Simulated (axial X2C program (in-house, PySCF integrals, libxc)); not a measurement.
# SrZn: bond curves with and without spin–orbit coupling

Aim: find the lowest determinant of SrZn, scan the bond at several levels and fit the constants, once spin-free and once with spin–orbit coupling.

Method: all-electron X2C, Sr dyall-cv3z, Zn dyall-cv3z; program: an in-house X2C program for linear molecules on PySCF integrals.

All values are calculated.

## Step 1: The job

Input file task.json:

```json
{"zs": [38, 30], "q": 0, "bas": ["dyall-cv3z", "dyall-cv3z"], "levels": ["PBE0", "HF", "PBEsol"], "cc": true, "r0": 3.03, "thr": -1.0, "nmax": 90, "npts": 10, "nst": 2, "ntry": 6}
```

Keys: zs atomic numbers; q charge; bas basis sets; levels methods (HF also brings MP2); cc coupled cluster on or off; r0 starting distance in Å; thr threshold in hartree for freezing inner shells (an s shell follows its p shell); nmax most natural virtual spinors; npts points asked for on the curve; nst determinants followed; ntry starts of the search.

Launch:

```console
> python so2c.py task.json out
```

Spin-free means the one-electron spin-free X2C Hamiltonian; two-component (2c) means X2C with spin–orbit coupling and atomic mean-field two-electron Coulomb and Gaunt terms. Basis: Sr dyall-cv3z contracted to [13s12p8d5f1g], Zn dyall-cv3z contracted to [9s10p6d3f2g]; Gaussian nuclei, density fitting. Masses: Sr 87.906 u, Zn 63.929 u.

Notation: σ, π±, δ± give the projection m of an orbital's angular momentum (0, ±1, ±2), α and β its spin, Λ and M_S the sums; ω is the projection of a spinor's total angular momentum and Ω the sum. Logs are in hartree.

The results follow Hamiltonian by Hamiltonian and level by level.

## Step 2: Which state to follow

PBE0 moves the distance from 3.030 Å to 3.951 Å and compares determinants there.

Spin-free determinants:

```json
{"ΔE (eV)": "0.00", "state": "M_S = 0, Λ = 0", "open shells": "closed shell"}
{"ΔE (eV)": "1.47", "state": "M_S = 1, Λ = 1", "open shells": "beyond closed shells: σα, π+α"}
{"ΔE (eV)": "1.47", "state": "M_S = 1, Λ = 0", "open shells": "beyond closed shells: 2 × σα"}
{"ΔE (eV)": "1.72", "state": "M_S = 0, Λ = 1", "open shells": "beyond closed shells: σα, π+β"}
{"ΔE (eV)": "2.14", "state": "M_S = 1, Λ = 2", "open shells": "beyond closed shells: σα, δ+α"}
{"ΔE (eV)": "2.47", "state": "M_S = 0, Λ = 2", "open shells": "beyond closed shells: σα, δ+β"}
```

Two-component determinants:

```csv
ΔE (eV),state,open shells
0.00,Ω = 0,closed shell
1.47,Ω = 1,excess of +ω over −ω: 2 × ω = 1/2
1.49,Ω = 2,"excess of +ω over −ω: ω = 1/2, ω = 3/2"
1.73,Ω = 1,"excess of +ω over −ω: ω = -1/2, ω = 3/2"
2.15,Ω = 3,"excess of +ω over −ω: ω = 1/2, ω = 5/2"
2.48,Ω = 2,"excess of +ω over −ω: ω = -1/2, ω = 5/2"
```

## Step 3: PBE0, spin-free

State followed: M_S = 0, Λ = 0 (closed shell). The scan is laid around 3.951 Å, a first estimate of the minimum, and this SCF restarts from the orbitals of the search.

The SCF at the reference distance of 3.951 Å:

```text
spin-free X2C-1e  PBE0
basis functions 241  fitting functions 1248  grid points 5809
iter        total energy     max residual
   1      -4974.695940159     3.58e-05
   2      -4974.695940152     7.12e-05
   3      -4974.695940167     3.10e-06
   4      -4974.695940167     1.59e-06
converged
one-electron -7206.84596399  Coulomb 2256.87619631  exact exchange -43.58615688  xc functional -133.82592308  nuclear repulsion 152.68590748
```

Along the bond, energies from the lowest point:

```csv
R (Å),E (eV),μ (D),HOMO (eV),LUMO (eV),iterations
3.437,0.0525,0.30,-3.84,-1.38,9
3.595,0.0189,0.17,-3.88,-1.31,9
3.714,0.0062,0.08,-3.91,-1.26,9
3.833,0.0006,0.00,-3.93,-1.22,9
3.951,0.0000,-0.06,-3.95,-1.21,4
4.089,0.0035,-0.12,-3.98,-1.21,8
4.228,0.0097,-0.16,-4.00,-1.20,8
4.405,0.0198,-0.20,-4.02,-1.19,8
4.623,0.0328,-0.22,-4.03,-1.18,8
4.939,0.0504,-0.22,-4.05,-1.16,8
```

Dipoles are positive if Zn is the positive end.

Outer orbitals at the reference distance:

| symmetry | occupied | ε (eV) | atomic character |
| --- | --- | --- | --- |
| π-α | yes | -24.81 | 100% Sr p |
| π+α | yes | -24.81 | 100% Sr p |
| σα | yes | -24.79 | 100% Sr p |
| δ-α | yes | -12.94 | 100% Zn d |
| δ+α | yes | -12.94 | 100% Zn d |
| π-α | yes | -12.92 | 100% Zn d |
| π+α | yes | -12.92 | 100% Zn d |
| σα | yes | -12.92 | 100% Zn d |
| σα | yes | -6.94 | 86% Zn s, 6% Sr p, 6% Sr s |
| σα | yes | -3.95 | 80% Sr s, 13% Zn p, 4% Zn s |
| σα | no | -1.21 | 50% Zn p, 32% Sr p, 8% Sr d |
| π-α | no | -1.19 | 52% Sr p, 42% Zn p, 6% Sr d |
| π+α | no | -1.19 | 52% Sr p, 42% Zn p, 6% Sr d |
| π+α | no | -0.58 | 41% Sr p, 35% Sr d, 24% Zn p |

PBE0 fields in the half plane through the axis: z from -2.4 to 6.3 Å across, distance from the axis 0.15 to 2.25 Å upwards; Sr lies at z = 0 and Zn at z = 3.951 Å; the ELF is damped to zero where the density is low.

log10 density (e/bohr³). Ten even steps from ' ' (-4.18 ) to '@' (1.53 ):
```
......::::::::::::::::::::::..........................      
..::::::::::::------::::::::::::::::::::::::::::::::....    
..::::::::--------------::::::::::::::----------::::::....  
::::::--------======--------::::::--------==--------::::....
::::::----====++++++====--------------============----::::..
::::------==++******++==------------====++++++++==----::::..
::::----==++****##****++==--------====++**####**++==----::..
::::----==++**%%@@%%**++==--------==++**%%@@%%**++==----::..
```

ELF. Ten even steps from ' ' (0.00 ) to '@' (0.92 ):
```
--**%%@@@@@@@@@@%%%%%%%%%%++::        ..::------::..        
**@@@@@@@@##**++====++**##**--..    ..--==++******==--..    
%%@@@@%%**--..........::==++--......--++++++****####++--..  
@@@@%%++::..............::----::::--============**####**--  
@@@@**::....--******--....::------====--::::::--==**####++::
@@%%==....==%%@@%%@@%%==....----====--::::::::::::==**##**--
@@##--..::##%%--::--%%##::..::======::::++##**--::--++####==
@@##::..--%%****--****%%--..::====--::--%%::##++::--++####++
```

Re = 3.907 Å, ωe = 44.9 cm⁻¹, ωexe = 0.562 cm⁻¹, Be = 0.02983 cm⁻¹, De = 0.098 eV, μ = -0.04 D.

## Step 4: HF, spin-free

Output at 3.951 Å:

```text
spin-free X2C-1e  HF
basis functions 241  fitting functions 1248  grid points 5809
iter        total energy     max residual
   1      -4971.628487733     2.57e-01
   2      -4971.663269655     1.93e-02
   3      -4971.663869144     2.52e-02
   4      -4971.665640925     1.38e-03
   5      -4971.665686678     5.29e-04
   6      -4971.665692430     8.94e-05
   7      -4971.665692925     2.38e-05
   8      -4971.665693033     1.15e-05
   9      -4971.665693065     3.54e-06
  10      -4971.665693067     1.49e-06
converged
one-electron -7206.90290093  Coulomb 2257.08158615  exact exchange -174.53028576  xc functional 0.00000000  nuclear repulsion 152.68590748
```

No constants are quoted: the lowest point is the long end of the scan.

## Step 5: PBEsol, spin-free

The SCF at the reference distance of 3.951 Å:

```text
spin-free X2C-1e  PBEsol
basis functions 241  fitting functions 1248  grid points 5809
iter        total energy     max residual
   1      -4971.235218944     1.49e-01
   2      -4971.238481753     4.09e-02
   3      -4971.222344046     8.76e-02
   4      -4971.242897611     3.25e-03
   5      -4971.242948988     1.59e-03
   6      -4971.242974206     3.62e-04
   7      -4971.242978082     1.29e-04
   8      -4971.242978171     1.35e-05
   9      -4971.242978174     2.82e-06
  10      -4971.242978174     3.88e-07
converged
one-electron -7205.78389987  Coulomb 2255.70492757  exact exchange 0.00000000  xc functional -173.84991335  nuclear repulsion 152.68590748
```

Re = 3.663 Å, ωe = 58.9 cm⁻¹, Be = 0.03394 cm⁻¹, De = 0.178 eV, μ = -0.20 D.

## Step 6: MP2 and beyond, spin-free

Correlated methods: 14 electrons correlated (frozen shells, counted by type: Sr 4 s, 3 p, 1 d; Zn 3 s, 2 p), 312 virtual spinors in MP2, 88 natural virtuals in coupled cluster.

Output of the correlated part at 3.951 Å:

```text
correlated 14  virtual 312  natural virtual 88  E(MP2) -0.551130259  MP2 remainder -0.068873050
iter   CCSD correlation   residual
   1     -0.429436336   1.95e-01
   2     -0.450829328   8.45e-02
   3     -0.452176811   3.91e-02
   4     -0.451523541   1.15e-02
   5     -0.451754492   5.15e-03
   6     -0.451803100   1.68e-03
   7     -0.451763998   5.91e-04
   8     -0.451754159   1.68e-04
   9     -0.451759104   7.38e-05
  10     -0.451756450   3.55e-05
  11     -0.451757037   1.67e-05
  12     -0.451757080   7.01e-06
  13     -0.451757032   2.50e-06
  14     -0.451757006   1.00e-06
  15     -0.451757002   4.26e-07
(T) -0.011881243  T1 0.0221  D1 0.0429  max T2 0.140
```

T1 in the output is the amplitude norm over the root of the electron number; divide by √2 for the Lee–Taylor value.

MP2: No constants are quoted: too few points lie around the minimum for a second fit to confirm the first.

CCSD: No constants are quoted: the lowest point is the long end of the scan.

CCSD(T): No constants are quoted: the lowest point is the long end of the scan.

## Step 7: A higher determinant, spin-free

State: M_S = 1, Λ = 1 (beyond closed shells: σα, π+α).

Output at the reference distance:

```text
spin-free X2C-1e  PBE0
basis functions 241  fitting functions 1248  grid points 5809
iter        total energy     max residual
   1      -4974.642080732     2.07e-06
   2      -4974.642080734     1.78e-06
converged
one-electron -7205.76557138  Coulomb 2255.84556283  exact exchange -43.58992972  xc functional -133.81804994  nuclear repulsion 152.68590748
```

```csv
R (Å),E above the lowest PBE0 point (eV)
3.437,1.205
3.595,1.290
3.714,1.353
3.833,1.412
3.951,1.466
4.089,1.521
4.228,1.569
4.405,1.619
4.623,1.666
```

No constants are quoted: the lowest point is the short end of the scan.

## Step 8: The spin-free curves together

Energy (eV) of the followed determinant, spin-free, from each level's lowest point:

```csv
R (Å),PBE0,HF,MP2,CCSD,CCSD(T),PBEsol
3.437,0.053,0.290,0.116,n/a,n/a,0.016
3.595,0.019,0.205,0.066,0.091,0.065,0.001
3.714,0.006,0.159,0.041,0.062,0.041,0.000
3.833,0.001,0.123,0.024,0.041,0.025,0.005
3.951,0.000,0.095,0.013,0.026,0.014,0.014
4.089,0.004,0.070,0.006,0.014,0.006,0.027
4.228,0.010,0.050,0.002,0.006,0.002,0.042
4.405,0.020,0.031,0.000,0.000,0.000,0.061
4.623,0.033,0.015,0.001,n/a,n/a,0.084
4.939,0.050,0.000,0.005,n/a,n/a,0.112
```

## Step 9: PBE0, 2c

State followed: Ω = 0 (closed shell). The scan is laid around 3.951 Å, a first estimate of the minimum, and this SCF restarts from the orbitals of the search.

Output at 3.951 Å:

```text
two-component X2C + atomic mean field  PBE0
basis functions 241  fitting functions 1248  grid points 5809
iter        total energy     max residual
   1      -4972.977538158     1.34e-05
   2      -4972.977538158     1.52e-05
converged
one-electron -7202.34647274  Coulomb 2255.92253732  exact exchange -43.56693858  xc functional -133.76739815  nuclear repulsion 152.68590748  atomic mean-field constant -1.90517350
```

Along the bond, energies from the lowest point:

```csv
R (Å),E (eV),μ (D),HOMO (eV),LUMO (eV),iterations
3.437,0.0527,0.31,-3.84,-1.40,9
3.595,0.0190,0.17,-3.88,-1.32,9
3.714,0.0063,0.08,-3.91,-1.28,9
3.833,0.0006,0.01,-3.93,-1.24,9
3.951,0.0000,-0.05,-3.95,-1.21,2
4.089,0.0035,-0.11,-3.98,-1.21,8
4.228,0.0096,-0.16,-4.00,-1.20,8
4.405,0.0197,-0.20,-4.02,-1.19,8
4.623,0.0327,-0.22,-4.03,-1.18,8
4.939,0.0503,-0.22,-4.05,-1.16,8
```

Dipoles are positive if Zn is the positive end.

Outer spinors at the reference distance:

```tsv
ω	occupied	ε (eV)	atomic character	λ mixture
1/2	yes	-25.56	100% Sr p	67% π, 33% σ
3/2	yes	-24.41	100% Sr p	100% π
1/2	yes	-24.40	100% Sr p	67% σ, 33% π
3/2	yes	-13.14	100% Zn d	81% δ, 19% π
1/2	yes	-13.13	100% Zn d	60% π, 40% σ
5/2	yes	-12.81	100% Zn d	100% δ
3/2	yes	-12.80	100% Zn d	81% π, 19% δ
1/2	yes	-12.80	100% Zn d	60% σ, 40% π
1/2	yes	-6.94	86% Zn s, 6% Sr p, 6% Sr s	100% σ
1/2	yes	-3.95	80% Sr s, 13% Zn p, 4% Zn s	100% σ
1/2	no	-1.21	48% Zn p, 37% Sr p, 7% Sr d	85% σ, 15% π
1/2	no	-1.20	48% Sr p, 44% Zn p, 6% Sr d	85% π, 15% σ
3/2	no	-1.17	52% Sr p, 42% Zn p, 6% Sr d	100% π
1/2	no	-0.60	40% Sr p, 37% Sr d, 23% Zn p	94% π, 6% σ
```

PBE0 fields in the half plane through the axis: z from -2.4 to 6.3 Å across, distance from the axis 0.15 to 2.25 Å upwards; Sr lies at z = 0 and Zn at z = 3.951 Å; the ELF is damped to zero where the density is low.

log10 density (e/bohr³). Ten even steps from '0' (-4.18 ) to '9' (1.53 ):
```
111222222222221111111111111000
122222233322222222222222221100
122223333333222222233333222110
222333344433332223333433332211
222334455544333333344444433221
223334566654333333445555433221
223345667665433334456776543321
223345689865433334568986543321
```

ELF. Ten even steps from '0' (0.00 ) to '9' (0.92 ):
```
368999998888852000012333210000
699997654456763100134566643100
899863211112453111355566775310
999521111111233223444445677630
996211366631123334432223467752
984114898984113344322222246763
973127832387212444225763235774
972138663668312453238275235775
```

Re = 3.908 Å, ωe = 44.9 cm⁻¹, ωexe = 0.561 cm⁻¹, Be = 0.02982 cm⁻¹, De = 0.097 eV, μ = -0.03 D.

## Step 10: HF, 2c

Output at 3.951 Å:

```text
two-component X2C + atomic mean field  HF
basis functions 241  fitting functions 1248  grid points 5809
iter        total energy     max residual
   1      -4969.910955740     2.57e-01
   2      -4969.945713089     1.94e-02
   3      -4969.946315091     2.52e-02
   4      -4969.948079665     1.39e-03
   5      -4969.948125424     5.31e-04
   6      -4969.948131175     8.87e-05
   7      -4969.948131667     2.38e-05
   8      -4969.948131776     1.15e-05
   9      -4969.948131808     3.56e-06
  10      -4969.948131810     1.48e-06
converged
one-electron -7202.40111783  Coulomb 2256.12547976  exact exchange -174.45322772  xc functional 0.00000000  nuclear repulsion 152.68590748  atomic mean-field constant -1.90517350
```

No constants are quoted: the lowest point is the long end of the scan.

## Step 11: PBEsol, 2c

The SCF at the reference distance of 3.951 Å:

```text
two-component X2C + atomic mean field  PBEsol
basis functions 241  fitting functions 1248  grid points 5809
iter        total energy     max residual
   1      -4969.517817260     1.49e-01
   2      -4969.521084105     4.10e-02
   3      -4969.504986024     8.77e-02
   4      -4969.525493758     3.25e-03
   5      -4969.525545115     1.59e-03
   6      -4969.525570426     3.62e-04
   7      -4969.525574288     1.30e-04
   8      -4969.525574377     1.35e-05
   9      -4969.525574380     2.81e-06
  10      -4969.525574380     3.88e-07
converged
one-electron -7201.28495778  Coulomb 2254.75182176  exact exchange 0.00000000  xc functional -173.77317234  nuclear repulsion 152.68590748  atomic mean-field constant -1.90517350
```

Re = 3.664 Å, ωe = 58.9 cm⁻¹, Be = 0.03393 cm⁻¹, De = 0.177 eV, μ = -0.20 D.

## Step 12: MP2 and beyond, 2c

Correlated methods: 14 electrons correlated (frozen shells, counted by type: Sr 4 s, 3 p, 1 d; Zn 3 s, 2 p), 312 virtual spinors in MP2, 90 natural virtuals in coupled cluster.

Output of the correlated part at 3.951 Å:

```text
correlated 14  virtual 312  natural virtual 90  E(MP2) -0.550887755  MP2 remainder -0.066768127
iter   CCSD correlation   residual
   1     -0.431151723   1.95e-01
   2     -0.452509439   8.44e-02
   3     -0.453854276   3.90e-02
   4     -0.453198937   1.15e-02
   5     -0.453431684   5.16e-03
   6     -0.453480339   1.69e-03
   7     -0.453440810   5.98e-04
   8     -0.453431013   1.74e-04
   9     -0.453436107   7.95e-05
  10     -0.453433339   4.03e-05
  11     -0.453434003   1.96e-05
  12     -0.453434050   9.08e-06
  13     -0.453433987   4.11e-06
  14     -0.453433948   2.33e-06
  15     -0.453433946   1.35e-06
(T) -0.012126220  T1 0.0221  D1 0.0431  max T2 0.141
```

MP2: No constants are quoted: too few points lie around the minimum for a second fit to confirm the first.

CCSD: No constants are quoted: the lowest point is the long end of the scan.

CCSD(T): No constants are quoted: the lowest point is the long end of the scan.

## Step 13: A higher determinant, 2c

State: Ω = 1 (excess of +ω over −ω: 2 × ω = 1/2).

Output at the reference distance:

```text
two-component X2C + atomic mean field  PBE0
basis functions 241  fitting functions 1248  grid points 5809
iter        total energy     max residual
   1      -4972.923630358     1.43e-05
   2      -4972.923630425     8.00e-06
   3      -4972.923630451     1.04e-05
   4      -4972.923630496     1.00e-05
   5      -4972.923630550     6.99e-06
   6      -4972.923630595     4.83e-06
   7      -4972.923630624     2.83e-06
   8      -4972.923630633     1.04e-06
   9      -4972.923630634     5.69e-07
converged
one-electron -7202.23403926  Coulomb 2255.89201718  exact exchange -43.57822500  xc functional -133.78411753  nuclear repulsion 152.68590748  atomic mean-field constant -1.90517350
```

```csv
R (Å),E above the lowest PBE0 point (eV)
3.437,1.351
3.595,1.380
3.714,1.409
3.833,1.439
3.951,1.467
4.089,1.497
4.228,1.525
4.405,1.557
4.623,1.591
```

No constants are quoted: the lowest point is the short end of the scan.

## Step 14: The 2c curves together

Energy (eV) of the followed determinant, 2c, from each level's lowest point:

```csv
R (Å),PBE0,HF,MP2,CCSD,CCSD(T),PBEsol
3.437,0.053,0.290,0.117,n/a,n/a,0.016
3.595,0.019,0.206,0.066,0.090,0.065,0.001
3.714,0.006,0.159,0.041,0.061,0.041,0.000
3.833,0.001,0.123,0.024,0.040,0.025,0.005
3.951,0.000,0.095,0.013,0.025,0.014,0.014
4.089,0.003,0.070,0.006,0.014,0.006,0.027
4.228,0.010,0.050,0.002,0.006,0.002,0.042
4.405,0.020,0.032,0.000,0.000,0.000,0.061
4.623,0.033,0.015,0.001,n/a,n/a,0.084
4.939,0.050,0.000,0.005,n/a,n/a,0.111
```

The whole job took 3.1 min on 1 thread of Arm Neoverse V1, shared host.

## Step 15: What came out

Lowest determinant that the search found at its distance, spin-free: M_S = 0, Λ = 0 (closed shell).

Lowest determinant that the search found at its distance, 2c: Ω = 0 (closed shell).

| Hamiltonian | level | Re (Å) | ωe (cm⁻¹) | De (eV) | μ (D) |
| --- | --- | --- | --- | --- | --- |
| spin-free | PBE0 | 3.907 | 44.9 | 0.098 | -0.04 |
| spin-free | PBEsol | 3.663 | 58.9 | 0.178 | -0.20 |
| 2c | PBE0 | 3.908 | 44.9 | 0.097 | -0.03 |
| 2c | PBEsol | 3.664 | 58.9 | 0.177 | -0.20 |

Dipoles are positive if Zn is the positive end. No constants: spin-free HF (the lowest point is the long end of the scan); spin-free MP2 (too few points lie around the minimum for a second fit to confirm the first); spin-free CCSD (the lowest point is the long end of the scan); spin-free CCSD(T) (the lowest point is the long end of the scan); 2c HF (the lowest point is the long end of the scan); 2c MP2 (too few points lie around the minimum for a second fit to confirm the first); 2c CCSD (the lowest point is the long end of the scan); 2c CCSD(T) (the lowest point is the long end of the scan).

Time per point (s) on 1 thread of Arm Neoverse V1, shared host (2c runs); the times are rough: PBE0 0.52, PBEsol 0.31.

In words: At PBE0, going from spin-free to two-component changes Re by +1 mÅ, ωe by -0.1 %, which is small (part of it comes from the scalar share of the two-electron terms). De moves by 0.00 eV; both De rest on single-determinant atoms, which can miss part of an open shell's spin–orbit lowering.

De refers to Sr + Zn, each in the lowest determinant found, which need not be this curve's own limit. Each curve is one determinant whose occupation by symmetry is held fixed; it was picked as the lowest of a PBE0 search that is not exhaustive. Closed shells are restricted here (equal orbitals for both partners), which fails at long range if the bond breaks into open shells. De is counted from the lowest determinant-based energies of the atoms at the same level, without counterpoise correction.
